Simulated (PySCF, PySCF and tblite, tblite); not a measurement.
# C5H12SSi: conformers and averaged spectra, part 2 of 3

PySCF and tblite. Atoms count from 0.

### 5 Shieldings, conformer 1: B97-2/pcSseg-1 in acetone

Job settings and geometry (Å):

```
{"job": {"xc": "B97-2", "basis": "pcSseg-1", "solvent": "acetone", "kind": "nmr", "pop": true}, "charge": 0, "multiplicity": 1}
C     -3.086652    -0.167239    -0.481724
S     -1.822398     1.135489    -0.590986
C     -0.304587     0.128112    -0.565349
C     -0.042482    -0.524780     0.789749
C      1.442521    -0.872905     0.859724
C      2.245262     0.378901     0.492089
Si     1.248339     1.199473    -0.911040
H     -4.046927     0.318588    -0.619284
H     -2.921397    -0.895991    -1.270739
H     -3.048243    -0.641844     0.494495
H     -0.437972    -0.633046    -1.337466
H     -0.283747     0.191286     1.579151
H     -0.658347    -1.415183     0.938208
H      1.707347    -1.241639     1.852729
H      1.656235    -1.666517     0.139736
H      2.303494     1.041425     1.356385
H      3.267756     0.121409     0.224261
H      1.769038     0.930230    -2.253527
H      1.002955     2.623484    -0.703876
```

Standard output:

```text
coarse grid: 16120 points
cycle   1  E = -885.2820014885  dE =  5.347e-01  |g| = 3.980e-01  |ddm| = 3.885e+00
cycle   2  E = -885.2673032183  dE =  1.470e-02  |g| = 4.719e-01  |ddm| = 8.467e-01
cycle   3  E = -885.3263817892  dE = -5.908e-02  |g| = 5.310e-02  |ddm| = 4.638e-01
cycle   4  E = -885.3270027802  dE = -6.210e-04  |g| = 2.242e-02  |ddm| = 8.653e-02
cycle   5  E = -885.3271158862  dE = -1.131e-04  |g| = 6.393e-03  |ddm| = 2.730e-02
cycle   6  E = -885.3271257536  dE = -9.867e-06  |g| = 1.941e-03  |ddm| = 7.640e-03
final grid: 144176 points
cycle   7  E = -885.3613868770  dE = -6.368e-05  |g| = 4.365e-03  |ddm| = 3.013e-02
cycle   8  E = -885.3613850148  dE =  1.862e-06  |g| = 4.427e-03  |ddm| = 6.867e-03
cycle   9  E = -885.3613897476  dE = -4.733e-06  |g| = 9.808e-04  |ddm| = 4.721e-03
cycle  10  E = -885.3613899702  dE = -2.225e-07  |g| = 1.983e-04  |ddm| = 9.640e-04
cycle  11  E = -885.3613899793  dE = -9.094e-09  |g| = 6.267e-05  |ddm| = 2.651e-04
cycle  12  E = -885.3613899802  dE = -9.213e-10  |g| = 1.311e-05  |ddm| = 6.714e-05
converged SCF energy = -885.3613899802

GIAO shielding tensors (ppm)
atom      isotropic    diamagn.    paramagn.     s11        s22        s33       span
  0 C      162.657     250.694     -88.037    139.871    161.665    186.436     46.564
  1 S      531.151    1058.204    -527.052    414.695    447.601    731.158    316.463
  2 C      151.400     254.460    -103.060    133.207    148.953    172.040     38.833
  3 C      144.267     249.699    -105.432    119.065    151.161    162.576     43.511
  4 C      154.885     248.970     -94.085    131.730    162.020    170.905     39.175
  5 C      175.331     252.622     -77.291    158.834    170.992    196.167     37.333
  6 Si     381.374     880.565    -499.191    330.739    381.153    432.231    101.492
  7 H       29.732      28.319       1.412     24.561     26.340     38.293     13.732
  8 H       29.699      30.298      -0.599     24.982     27.462     36.652     11.670
  9 H       29.044      30.863      -1.819     23.432     28.133     35.566     12.134
 10 H       29.492      33.847      -4.355     24.788     29.207     34.481      9.692
 11 H       30.587      33.112      -2.525     25.807     30.865     35.088      9.280
 12 H       29.039      32.865      -3.827     23.209     29.702     34.205     10.996
 13 H       29.579      30.189      -0.610     23.845     27.532     37.361     13.515
 14 H       30.409      31.859      -1.450     25.686     28.547     36.996     11.310
 15 H       30.862      30.424       0.438     26.522     27.781     38.284     11.762
 16 H       30.732      28.884       1.848     25.805     27.514     38.879     13.074
 17 H       27.694      29.547      -1.854     24.050     25.300     33.731      9.681
 18 H       28.055      29.622      -1.566     24.201     26.710     33.256      9.055
```

Wall time 26 s (1 thread of INTEL XEON PLATINUM 8581C at 2.30GHz, shared host); peak memory 1 GiB.

This run: HOMO -6.11 eV, LUMO 0.78 eV; dipole 2.69 D.

### 6 Single-point energy, conformer 1: PBE0/def2-SVP in acetone

Changed since step 5:

```diff
@@ -1,2 +1,2 @@
-{"job": {"xc": "B97-2", "basis": "pcSseg-1", "solvent": "acetone", "kind": "nmr", "pop": true}, "charge": 0, "multiplicity": 1}
+{"job": {"xc": "PBE0", "basis": "def2-SVP", "solvent": "acetone", "kind": "sp"}, "charge": 0, "multiplicity": 1}
 C     -3.086652    -0.167239    -0.481724
```

Standard output:

```text
coarse grid: 16120 points
cycle   1  E = -884.4454601136  dE =  5.349e-01  |g| = 3.615e-01  |ddm| = 4.313e+00
cycle   2  E = -884.4380848634  dE =  7.375e-03  |g| = 4.074e-01  |ddm| = 8.968e-01
cycle   3  E = -884.4828766655  dE = -4.479e-02  |g| = 4.641e-02  |ddm| = 4.540e-01
cycle   4  E = -884.4833687449  dE = -4.921e-04  |g| = 1.941e-02  |ddm| = 9.311e-02
cycle   5  E = -884.4834614402  dE = -9.270e-05  |g| = 6.308e-03  |ddm| = 3.057e-02
cycle   6  E = -884.4834717131  dE = -1.027e-05  |g| = 1.255e-03  |ddm| = 8.028e-03
cycle   7  E = -884.4834721455  dE = -4.324e-07  |g| = 1.880e-04  |ddm| = 1.901e-03
final grid: 144176 points
cycle   8  E = -884.5848265416  dE = -2.864e-05  |g| = 9.335e-03  |ddm| = 3.311e-02
cycle   9  E = -884.5848104525  dE =  1.609e-05  |g| = 1.215e-02  |ddm| = 2.242e-02
cycle  10  E = -884.5848497906  dE = -3.934e-05  |g| = 6.323e-04  |ddm| = 1.310e-02
cycle  11  E = -884.5848498840  dE = -9.346e-08  |g| = 2.290e-04  |ddm| = 8.953e-04
cycle  12  E = -884.5848498980  dE = -1.394e-08  |g| = 3.613e-05  |ddm| = 2.745e-04
cycle  13  E = -884.5848498983  dE = -3.590e-10  |g| = 8.109e-06  |ddm| = 6.401e-05
converged SCF energy = -884.5848498983
```

Run time: 9.5 s. Hardware: 1 thread of INTEL XEON PLATINUM 8581C at 2.30GHz, shared host.

Key values: HOMO -6.19 eV, LUMO 1.07 eV; dipole 2.57 D.

### 7 Shieldings, conformer 2: B97-2/pcSseg-1 in acetone

Job settings and geometry (Å):

```
{"job": {"xc": "B97-2", "basis": "pcSseg-1", "solvent": "acetone", "kind": "nmr", "pop": false}, "charge": 0, "multiplicity": 1}
C      2.992527     0.511979     0.239026
S      1.610182    -0.388302     1.000414
C      0.448755    -0.447518    -0.412452
C     -0.296876     0.873154    -0.577412
C     -1.447043     0.892159     0.423968
C     -2.245701    -0.402726     0.251543
Si    -0.921645    -1.739668    -0.047951
H      3.380967    -0.063494    -0.597559
H      2.662076     1.492421    -0.093175
H      3.755028     0.619234     1.003354
H      1.061365    -0.677346    -1.284215
H      0.361210     1.733155    -0.432286
H     -0.695736     0.923649    -1.594733
H     -1.028437     0.928471     1.431953
H     -2.075151     1.774208     0.284590
H     -2.878387    -0.587245     1.117204
H     -2.907888    -0.312967    -0.610711
H     -1.174499    -2.566397    -1.231811
H     -0.610549    -2.553517     1.122790
```

Standard output:

```text
coarse grid: 16120 points
cycle   1  E = -885.2805987233  dE =  5.442e-01  |g| = 4.003e-01  |ddm| = 3.877e+00
cycle   2  E = -885.2645071397  dE =  1.609e-02  |g| = 4.794e-01  |ddm| = 8.477e-01
cycle   3  E = -885.3254930733  dE = -6.099e-02  |g| = 5.173e-02  |ddm| = 4.686e-01
cycle   4  E = -885.3260559350  dE = -5.629e-04  |g| = 2.281e-02  |ddm| = 8.153e-02
cycle   5  E = -885.3261748258  dE = -1.189e-04  |g| = 6.766e-03  |ddm| = 2.751e-02
cycle   6  E = -885.3261862136  dE = -1.139e-05  |g| = 1.740e-03  |ddm| = 7.652e-03
cycle   7  E = -885.3261869255  dE = -7.120e-07  |g| = 2.728e-04  |ddm| = 2.072e-03
final grid: 144176 points
cycle   8  E = -885.3604775506  dE = -6.595e-05  |g| = 3.522e-03  |ddm| = 2.929e-02
cycle   9  E = -885.3604778956  dE = -3.451e-07  |g| = 1.829e-03  |ddm| = 3.145e-03
cycle  10  E = -885.3604783158  dE = -4.202e-07  |g| = 8.724e-04  |ddm| = 1.885e-03
cycle  11  E = -885.3604785102  dE = -1.944e-07  |g| = 1.082e-04  |ddm| = 7.751e-04
cycle  12  E = -885.3604785122  dE = -2.054e-09  |g| = 6.025e-05  |ddm| = 1.716e-04
cycle  13  E = -885.3604785132  dE = -9.418e-10  |g| = 8.380e-06  |ddm| = 6.049e-05
converged SCF energy = -885.3604785132

GIAO shielding tensors (ppm)
atom      isotropic    diamagn.    paramagn.     s11        s22        s33       span
  0 C      162.996     251.100     -88.104    139.129    161.959    187.901     48.772
  1 S      540.024    1058.942    -518.918    365.232    494.758    760.082    394.851
  2 C      150.887     254.566    -103.678    140.600    147.176    164.886     24.286
  3 C      149.438     249.402     -99.964    138.085    151.532    158.695     20.610
  4 C      157.749     249.373     -91.623    134.619    167.658    170.971     36.351
  5 C      176.892     252.258     -75.366    161.280    171.534    197.862     36.582
  6 Si     377.022     880.408    -503.385    324.083    381.924    425.060    100.976
  7 H       29.510      30.036      -0.526     24.386     27.262     36.882     12.496
  8 H       29.199      31.131      -1.933     23.398     28.581     35.618     12.220
  9 H       29.848      28.722       1.126     24.503     26.341     38.701     14.197
 10 H       29.508      33.803      -4.295     24.358     28.405     35.762     11.404
 11 H       29.774      32.708      -2.933     23.934     29.553     35.836     11.902
 12 H       30.301      32.545      -2.243     25.673     27.552     37.680     12.007
 13 H       30.024      32.041      -2.017     25.241     29.468     35.363     10.122
 14 H       29.799      30.356      -0.557     23.925     27.710     37.762     13.837
 15 H       30.802      29.167       1.634     26.027     27.350     39.027     13.000
 16 H       31.071      30.019       1.052     26.000     27.891     39.324     13.324
 17 H       27.527      29.488      -1.961     23.933     24.881     33.768      9.835
 18 H       28.051      29.676      -1.626     24.096     26.645     33.410      9.314
```

It took 24 s on 1 thread of INTEL XEON PLATINUM 8581C at 2.30GHz, shared host; peak memory 1.1 GiB.

This run: HOMO -6.12 eV, LUMO 0.81 eV; dipole 2.42 D.

### 8 Single-point energy, conformer 2: PBE0/def2-SVP in acetone

Changed since step 7:

```diff
@@ -1,2 +1,2 @@
-{"job": {"xc": "B97-2", "basis": "pcSseg-1", "solvent": "acetone", "kind": "nmr", "pop": false}, "charge": 0, "multiplicity": 1}
+{"job": {"xc": "PBE0", "basis": "def2-SVP", "solvent": "acetone", "kind": "sp"}, "charge": 0, "multiplicity": 1}
 C      2.992527     0.511979     0.239026
```

Standard output:

```text
coarse grid: 16120 points
cycle   1  E = -884.4448593068  dE =  5.448e-01  |g| = 3.636e-01  |ddm| = 4.302e+00
cycle   2  E = -884.4366217356  dE =  8.238e-03  |g| = 4.134e-01  |ddm| = 8.979e-01
cycle   3  E = -884.4827443674  dE = -4.612e-02  |g| = 4.510e-02  |ddm| = 4.591e-01
cycle   4  E = -884.4831880423  dE = -4.437e-04  |g| = 2.012e-02  |ddm| = 8.383e-02
cycle   5  E = -884.4832877613  dE = -9.972e-05  |g| = 6.450e-03  |ddm| = 2.957e-02
cycle   6  E = -884.4832986101  dE = -1.085e-05  |g| = 1.151e-03  |ddm| = 8.084e-03
cycle   7  E = -884.4832989738  dE = -3.636e-07  |g| = 1.911e-04  |ddm| = 1.834e-03
final grid: 144176 points
cycle   8  E = -884.5847785903  dE = -3.201e-05  |g| = 9.228e-03  |ddm| = 3.732e-02
cycle   9  E = -884.5847642900  dE =  1.430e-05  |g| = 1.179e-02  |ddm| = 2.132e-02
cycle  10  E = -884.5848012590  dE = -3.697e-05  |g| = 6.674e-04  |ddm| = 1.232e-02
cycle  11  E = -884.5848013638  dE = -1.048e-07  |g| = 2.343e-04  |ddm| = 9.565e-04
cycle  12  E = -884.5848013785  dE = -1.465e-08  |g| = 4.032e-05  |ddm| = 2.866e-04
cycle  13  E = -884.5848013789  dE = -4.372e-10  |g| = 1.093e-05  |ddm| = 6.839e-05
converged SCF energy = -884.5848013789
```

Wall time 9.3 s (1 thread of INTEL XEON PLATINUM 8581C at 2.30GHz, shared host).

In short: HOMO -6.22 eV, LUMO 1.07 eV; dipole 2.28 D.

### 9 Shieldings, conformer 3: B97-2/pcSseg-1 in acetone

Job settings and geometry (Å):

```
{"job": {"xc": "B97-2", "basis": "pcSseg-1", "solvent": "acetone", "kind": "nmr", "pop": false}, "charge": 0, "multiplicity": 1}
C      3.018688     0.096085     0.065015
S      1.630038    -0.383055    -0.993221
C      0.349020    -0.580375     0.311784
C     -0.849860    -1.328768    -0.261739
C     -1.703349    -0.333716    -1.041505
C     -1.972781     0.870595    -0.134902
Si    -0.344465     1.133300     0.812497
H      2.754619     0.985800     0.631435
H      3.261567    -0.723000     0.737699
H      3.860183     0.301665    -0.588388
H      0.829524    -1.161962     1.099110
H     -0.530746    -2.158319    -0.896178
H     -1.433121    -1.737100     0.568464
H     -1.143727    -0.011900    -1.921826
H     -2.632309    -0.795757    -1.380924
H     -2.295358     1.732426    -0.715568
H     -2.782279     0.634683     0.557361
H     -0.499604     1.240048     2.266604
H      0.474157     2.228602     0.292929
```

Standard output:

```text
coarse grid: 16120 points
cycle   1  E = -885.2804900293  dE =  5.500e-01  |g| = 3.938e-01  |ddm| = 3.871e+00
cycle   2  E = -885.2659317886  dE =  1.456e-02  |g| = 4.677e-01  |ddm| = 8.370e-01
cycle   3  E = -885.3239953756  dE = -5.806e-02  |g| = 5.125e-02  |ddm| = 4.585e-01
cycle   4  E = -885.3245355575  dE = -5.402e-04  |g| = 2.330e-02  |ddm| = 7.845e-02
cycle   5  E = -885.3246638389  dE = -1.283e-04  |g| = 6.318e-03  |ddm| = 2.746e-02
cycle   6  E = -885.3246734893  dE = -9.650e-06  |g| = 1.810e-03  |ddm| = 7.117e-03
final grid: 144176 points
cycle   7  E = -885.3590818342  dE = -6.210e-05  |g| = 4.316e-03  |ddm| = 2.661e-02
cycle   8  E = -885.3590805740  dE =  1.260e-06  |g| = 4.057e-03  |ddm| = 6.431e-03
cycle   9  E = -885.3590844119  dE = -3.838e-06  |g| = 1.002e-03  |ddm| = 4.295e-03
cycle  10  E = -885.3590846455  dE = -2.335e-07  |g| = 2.060e-04  |ddm| = 9.611e-04
cycle  11  E = -885.3590846554  dE = -9.900e-09  |g| = 6.363e-05  |ddm| = 2.725e-04
cycle  12  E = -885.3590846563  dE = -9.525e-10  |g| = 1.421e-05  |ddm| = 6.459e-05
converged SCF energy = -885.3590846563

GIAO shielding tensors (ppm)
atom      isotropic    diamagn.    paramagn.     s11        s22        s33       span
  0 C      164.527     251.129     -86.602    147.537    160.267    185.777     38.240
  1 S      528.908    1059.080    -530.171    347.972    490.484    748.268    400.296
  2 C      149.479     254.835    -105.356    120.072    156.655    171.710     51.637
  3 C      147.353     247.827    -100.474    127.678    156.295    158.086     30.408
  4 C      155.990     249.186     -93.196    133.679    165.555    168.736     35.057
  5 C      176.428     252.366     -75.938    160.820    170.451    198.014     37.194
  6 Si     373.171     880.625    -507.454    321.602    374.909    423.003    101.401
  7 H       29.710      30.970      -1.260     24.196     29.057     35.877     11.680
  8 H       29.403      29.980      -0.577     24.230     27.142     36.836     12.606
  9 H       29.704      28.596       1.108     24.411     26.073     38.628     14.217
 10 H       29.508      33.889      -4.381     24.203     28.846     35.476     11.273
 11 H       29.752      31.241      -1.490     24.648     28.562     36.045     11.397
 12 H       30.012      31.397      -1.385     24.966     27.643     37.427     12.461
 13 H       30.238      31.689      -1.451     25.629     29.576     35.509      9.880
 14 H       29.730      29.550       0.180     23.978     27.630     37.583     13.605
 15 H       30.598      29.618       0.980     26.014     27.161     38.618     12.604
 16 H       30.955      30.172       0.783     25.743     27.884     39.238     13.495
 17 H       27.355      30.100      -2.745     23.844     24.592     33.627      9.783
 18 H       27.871      30.262      -2.390     23.658     27.082     32.873      9.215
```

It took 25 s on 1 thread of INTEL XEON PLATINUM 8581C at 2.30GHz, shared host; peak memory 1.1 GiB.

Key values: HOMO -5.93 eV, LUMO 0.68 eV; dipole 1.90 D.

### 10 Single-point energy, conformer 3: PBE0/def2-SVP in acetone

Changed since step 9:

```diff
@@ -1,2 +1,2 @@
-{"job": {"xc": "B97-2", "basis": "pcSseg-1", "solvent": "acetone", "kind": "nmr", "pop": false}, "charge": 0, "multiplicity": 1}
+{"job": {"xc": "PBE0", "basis": "def2-SVP", "solvent": "acetone", "kind": "sp"}, "charge": 0, "multiplicity": 1}
 C      3.018688     0.096085     0.065015
```

Standard output:

```text
coarse grid: 16120 points
cycle   1  E = -884.4450029075  dE =  5.511e-01  |g| = 3.569e-01  |ddm| = 4.301e+00
cycle   2  E = -884.4377920457  dE =  7.211e-03  |g| = 4.026e-01  |ddm| = 8.841e-01
cycle   3  E = -884.4815417162  dE = -4.375e-02  |g| = 4.462e-02  |ddm| = 4.514e-01
cycle   4  E = -884.4819621928  dE = -4.205e-04  |g| = 2.081e-02  |ddm| = 8.012e-02
cycle   5  E = -884.4820717889  dE = -1.096e-04  |g| = 5.934e-03  |ddm| = 2.923e-02
cycle   6  E = -884.4820807669  dE = -8.978e-06  |g| = 1.262e-03  |ddm| = 7.482e-03
final grid: 144176 points
cycle   7  E = -884.5836264151  dE = -2.872e-05  |g| = 9.600e-03  |ddm| = 3.207e-02
cycle   8  E = -884.5836127569  dE =  1.366e-05  |g| = 1.200e-02  |ddm| = 2.232e-02
cycle   9  E = -884.5836510485  dE = -3.829e-05  |g| = 6.828e-04  |ddm| = 1.261e-02
cycle  10  E = -884.5836511615  dE = -1.129e-07  |g| = 2.230e-04  |ddm| = 9.868e-04
cycle  11  E = -884.5836511744  dE = -1.291e-08  |g| = 4.338e-05  |ddm| = 2.552e-04
cycle  12  E = -884.5836511748  dE = -4.702e-10  |g| = 1.388e-05  |ddm| = 7.011e-05
converged SCF energy = -884.5836511748
```

Wall time 9.2 s (1 thread of INTEL XEON PLATINUM 8581C at 2.30GHz, shared host).

Key values: HOMO -6.02 eV, LUMO 0.96 eV; dipole 1.65 D.

### 11 Shieldings, conformer 4: B97-2/pcSseg-1 in acetone

Job settings and geometry (Å):

```
{"job": {"xc": "B97-2", "basis": "pcSseg-1", "solvent": "acetone", "kind": "nmr", "pop": false}, "charge": 0, "multiplicity": 1}
C      3.008823     0.731567     0.398316
S      2.029841    -0.178890    -0.824416
C      0.501717    -0.412003     0.155797
C     -0.481974    -1.290110    -0.614068
C     -1.862753    -1.093508     0.005274
C     -2.145492     0.410905     0.069443
Si    -0.471955     1.200396     0.514112
H      3.143537     0.117703     1.285187
H      3.970659     0.940326    -0.058392
H      2.500952     1.658643     0.651996
H      0.813376    -0.919553     1.072750
H     -0.501703    -0.965381    -1.657088
H     -0.178835    -2.338658    -0.597013
H     -2.625498    -1.619486    -0.571842
H     -1.862583    -1.507729     1.016372
H     -2.484551     0.760090    -0.906396
H     -2.943049     0.629670     0.776572
H     -0.339818     1.592020     1.921249
H     -0.080498     2.293246    -0.375239
```

Standard output:

```text
coarse grid: 16120 points
cycle   1  E = -885.2812822925  dE =  5.407e-01  |g| = 3.922e-01  |ddm| = 3.882e+00
cycle   2  E = -885.2681743553  dE =  1.311e-02  |g| = 4.606e-01  |ddm| = 8.288e-01
cycle   3  E = -885.3244648148  dE = -5.629e-02  |g| = 5.284e-02  |ddm| = 4.496e-01
cycle   4  E = -885.3250703824  dE = -6.056e-04  |g| = 2.283e-02  |ddm| = 8.272e-02
cycle   5  E = -885.3251912894  dE = -1.209e-04  |g| = 6.029e-03  |ddm| = 2.689e-02
cycle   6  E = -885.3251998314  dE = -8.542e-06  |g| = 1.970e-03  |ddm| = 7.168e-03
final grid: 144176 points
cycle   7  E = -885.3594962572  dE = -6.431e-05  |g| = 4.592e-03  |ddm| = 3.052e-02
cycle   8  E = -885.3594944006  dE =  1.857e-06  |g| = 4.596e-03  |ddm| = 7.309e-03
cycle   9  E = -885.3594994257  dE = -5.025e-06  |g| = 1.001e-03  |ddm| = 4.740e-03
cycle  10  E = -885.3594996564  dE = -2.308e-07  |g| = 1.997e-04  |ddm| = 9.853e-04
cycle  11  E = -885.3594996656  dE = -9.129e-09  |g| = 7.039e-05  |ddm| = 2.663e-04
cycle  12  E = -885.3594996668  dE = -1.201e-09  |g| = 1.207e-05  |ddm| = 7.277e-05
cycle  13  E = -885.3594996668  dE = -3.456e-11  |g| = 1.961e-06  |ddm| = 1.571e-05
converged SCF energy = -885.3594996668

GIAO shielding tensors (ppm)
atom      isotropic    diamagn.    paramagn.     s11        s22        s33       span
  0 C      162.471     251.336     -88.865    145.574    157.216    184.622     39.048
  1 S      542.535    1058.391    -515.857    410.769    458.340    758.496    347.727
  2 C      149.390     254.799    -105.409    116.577    156.653    174.940     58.363
  3 C      149.339     247.929     -98.590    124.926    156.423    166.668     41.741
  4 C      155.398     248.539     -93.141    133.151    161.498    171.545     38.394
  5 C      176.330     252.889     -76.559    158.386    172.243    198.359     39.973
  6 Si     372.099     881.163    -509.063    314.908    375.729    425.661    110.753
  7 H       29.385      30.110      -0.725     24.596     27.056     36.505     11.909
  8 H       29.633      28.234       1.399     24.434     26.059     38.406     13.972
  9 H       29.650      30.780      -1.130     24.304     28.952     35.693     11.389
 10 H       29.497      33.945      -4.448     24.757     29.518     34.217      9.460
 11 H       30.619      32.041      -1.422     25.584     30.638     35.635     10.051
 12 H       29.529      30.903      -1.374     24.054     28.328     36.203     12.149
 13 H       29.610      29.292       0.318     23.956     27.395     37.480     13.523
 14 H       30.353      31.184      -0.831     25.812     28.274     36.974     11.162
 15 H       30.798      30.663       0.136     26.346     27.739     38.310     11.964
 16 H       30.691      29.409       1.282     25.682     27.549     38.842     13.160
 17 H       27.445      30.455      -3.010     23.708     25.610     33.018      9.310
 18 H       27.883      30.279      -2.397     24.053     26.856     32.740      8.687
```

Run time: 26 s. Hardware: 1 thread of INTEL XEON PLATINUM 8581C at 2.30GHz, shared host; peak memory 1.1 GiB.

Key values: HOMO -5.92 eV, LUMO 0.65 eV; dipole 2.22 D.

### 12 Single-point energy, conformer 4: PBE0/def2-SVP in acetone

Changed since step 11:

```diff
@@ -1,2 +1,2 @@
-{"job": {"xc": "B97-2", "basis": "pcSseg-1", "solvent": "acetone", "kind": "nmr", "pop": false}, "charge": 0, "multiplicity": 1}
+{"job": {"xc": "PBE0", "basis": "def2-SVP", "solvent": "acetone", "kind": "sp"}, "charge": 0, "multiplicity": 1}
 C      3.008823     0.731567     0.398316
```

Standard output:

```text
coarse grid: 16120 points
cycle   1  E = -884.4446448815  dE =  5.416e-01  |g| = 3.557e-01  |ddm| = 4.302e+00
cycle   2  E = -884.4383572739  dE =  6.288e-03  |g| = 3.972e-01  |ddm| = 8.801e-01
cycle   3  E = -884.4809472647  dE = -4.259e-02  |g| = 4.611e-02  |ddm| = 4.429e-01
cycle   4  E = -884.4814209983  dE = -4.737e-04  |g| = 2.001e-02  |ddm| = 8.413e-02
cycle   5  E = -884.4815219212  dE = -1.009e-04  |g| = 5.920e-03  |ddm| = 2.885e-02
cycle   6  E = -884.4815307981  dE = -8.877e-06  |g| = 1.310e-03  |ddm| = 7.508e-03
final grid: 144176 points
cycle   7  E = -884.5831193581  dE = -2.856e-05  |g| = 9.760e-03  |ddm| = 3.597e-02
cycle   8  E = -884.5831042206  dE =  1.514e-05  |g| = 1.235e-02  |ddm| = 2.254e-02
cycle   9  E = -884.5831448503  dE = -4.063e-05  |g| = 6.116e-04  |ddm| = 1.294e-02
cycle  10  E = -884.5831449384  dE = -8.801e-08  |g| = 2.247e-04  |ddm| = 8.802e-04
cycle  11  E = -884.5831449515  dE = -1.313e-08  |g| = 4.188e-05  |ddm| = 2.610e-04
cycle  12  E = -884.5831449519  dE = -4.331e-10  |g| = 1.319e-05  |ddm| = 6.453e-05
converged SCF energy = -884.5831449519
```

Wall time 9.1 s (1 thread of INTEL XEON PLATINUM 8581C at 2.30GHz, shared host).

This run: HOMO -5.99 eV, LUMO 0.93 eV; dipole 1.99 D.

(Part 2 of 3 ends here.)
